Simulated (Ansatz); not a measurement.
# Ga9P9 wurtzite hole sphere (Ga₉P₉H₂₄): geometry, orbitals and charge

Aim: characterise Ga9P9 wurtzite hole sphere (Ga₉P₉H₂₄) as a singlet: its structure, frontier levels and distribution of charge.

The runs use Ansatz 0.2.0, Gaussian basis; RKS PBE0-D4/def2-TZVP.

Plan: relaxation at r2SCAN-D4/def2-SVP; a single point at PBE0-D4/def2-TZVP.

**1. The system as given**

42 atoms, charge 0, spin multiplicity 1.

Atoms are counted from 1 here; the program's logs count them from 0.

Bond lengths: Ga1–P2 2.468 Å, Ga1–P3 2.417 Å, Ga1–H19 1.553 Å, Ga1–H20 1.553 Å, P2–Ga5 2.437 Å, P2–H21 1.386 Å, P2–H22 1.386 Å, P3–Ga4 2.418 Å, P3–Ga11 2.419 Å, P3–H23 1.389 Å, Ga4–P6 2.478 Å, Ga4–P7 2.419 Å, Ga4–H24 1.567 Å, Ga5–P6 2.416 Å, Ga5–P12 2.415 Å, Ga5–H25 1.565 Å, P6–Ga9 2.416 Å, P6–H26 1.391 Å and more. Angles: P2–Ga1–P3 97.1°, P2–Ga1–H19 106.6°, P2–Ga1–H20 106.7°, P3–Ga1–H19 110.2°, P3–Ga1–H20 110.1°, H19–Ga1–H20 122.9°, Ga1–P2–Ga5 122.6°, Ga1–P2–H21 111.7°, Ga1–P2–H22 111.9°, Ga5–P2–H21 105.6°, Ga5–P2–H22 105.7°, H21–P2–H22 95.8°, Ga1–P3–Ga4 113.4°, Ga1–P3–Ga11 113.3°, Ga1–P3–H23 107.6°, Ga4–P3–Ga11 113.8°, Ga4–P3–H23 103.8°, Ga11–P3–H23 103.8° and more.

The start is a GFN2-xTB geometry.

**2. Optimising with r2SCAN-D4/def2-SVP**

in.yaml reads:

```yaml
crystal:
  periodic: [false, false, false]
  atoms:
    - {symbol: Ga, position_ang: [0.000380, -4.660150, -1.414890]}
    - {symbol: P, position_ang: [-0.002940, -4.441910, 1.043480]}
    - {symbol: P, position_ang: [-0.002170, -2.297740, -1.926230]}
    - {symbol: Ga, position_ang: [-2.027220, -1.168380, -1.238890]}
    - {symbol: Ga, position_ang: [-0.000840, -2.281680, 2.171090]}
    - {symbol: P, position_ang: [-1.877280, -1.083060, 1.232900]}
    - {symbol: P, position_ang: [-1.984440, 1.149030, -1.929910]}
    - {symbol: Ga, position_ang: [-4.030130, 2.327530, -1.421930]}
    - {symbol: Ga, position_ang: [-1.973500, 1.142840, 2.167130]}
    - {symbol: P, position_ang: [-3.841340, 2.222670, 1.036350]}
    - {symbol: Ga, position_ang: [2.023990, -1.169050, -1.239780]}
    - {symbol: P, position_ang: [1.873950, -1.083530, 1.231440]}
    - {symbol: P, position_ang: [1.987590, 1.147650, -1.930460]}
    - {symbol: Ga, position_ang: [0.001530, 2.342400, -1.240060]}
    - {symbol: Ga, position_ang: [1.976180, 1.141040, 2.168310]}
    - {symbol: P, position_ang: [0.002490, 2.167910, 1.230560]}
    - {symbol: Ga, position_ang: [4.031320, 2.329240, -1.422960]}
    - {symbol: P, position_ang: [3.846220, 2.218020, 1.035860]}
    - {symbol: H, position_ang: [-1.362800, -5.293940, -1.806400]}
    - {symbol: H, position_ang: [1.365930, -5.289820, -1.804270]}
    - {symbol: H, position_ang: [-1.036940, -5.162870, 1.620600]}
    - {symbol: H, position_ang: [1.020470, -5.171710, 1.627590]}
    - {symbol: H, position_ang: [-0.002470, -2.167900, -3.309280]}
    - {symbol: H, position_ang: [-3.350060, -1.928310, -1.598330]}
    - {symbol: H, position_ang: [-0.001420, -2.383820, 3.732700]}
    - {symbol: H, position_ang: [-3.008380, -1.734450, 1.713130]}
    - {symbol: H, position_ang: [-1.869800, 1.079590, -3.313310]}
    - {symbol: H, position_ang: [-5.259300, 1.461100, -1.810600]}
    - {symbol: H, position_ang: [-3.899020, 3.823330, -1.817370]}
    - {symbol: H, position_ang: [-2.061390, 1.192840, 3.728320]}
    - {symbol: H, position_ang: [-4.984920, 1.697450, 1.617590]}
    - {symbol: H, position_ang: [-3.953140, 3.476120, 1.617060]}
    - {symbol: H, position_ang: [3.345890, -1.932690, -1.597160]}
    - {symbol: H, position_ang: [3.005030, -1.735350, 1.712630]}
    - {symbol: H, position_ang: [1.871740, 1.081450, -3.314360]}
    - {symbol: H, position_ang: [0.001400, 3.867120, -1.599860]}
    - {symbol: H, position_ang: [2.065540, 1.193770, 3.729510]}
    - {symbol: H, position_ang: [-0.000040, 3.471960, 1.712870]}
    - {symbol: H, position_ang: [5.260990, 1.466240, -1.815960]}
    - {symbol: H, position_ang: [3.896210, 3.826280, -1.809750]}
    - {symbol: H, position_ang: [4.988840, 1.690750, 1.615620]}
    - {symbol: H, position_ang: [3.963870, 3.470040, 1.617040]}
basis:
  gaussian: {orbitals: def2-SVP, fitting: {mean_field: def2-universal-jkfit}}
hamiltonian: {xc: r2scan, dispersion: d4}
scf: {lower_state_search: "off"}
output: {orbitals: {seedname: orbitals}}
relax: {f_tol: 0.03, max_steps: 70}
```

Launch:

```console
> ansatz run in.yaml --threads 5 --pin off --events-out ev --progress --plain --max-ram 66560MiB --backend cuda --devices 0, --max-vram 37GiB
```

Further steps of the session: Single point, PBE0-D4/def2-TZVP.

**Question.** What will the summary of the whole plan be? Wanted: point group; commonest bond, hydrogen aside; HOMO, LUMO at PBE0-D4/def2-TZVP; dipole at r2SCAN-D4/def2-SVP.

The runs gave:

| quantity | value |
| --- | --- |
| point group | C3v |
| commonest bond, hydrogen aside | Ga–P, 24 of mean length 2.392 Å |
| HOMO, LUMO at PBE0-D4/def2-TZVP | -6.99, -1.37 eV |
| dipole at r2SCAN-D4/def2-SVP | 3.76 D |

**Reading.** The molecule keeps its bonding pattern by the stored test; the atoms moved 0.08 Å (rms). No usable vibrations, so a minimum isn't proven. The HOMO lies nearest to P7, P13 about 16 % each; P3 9 % and the LUMO to P6, P12, P16 about 9 % each. Whether this spin is the lowest isn't tested here.
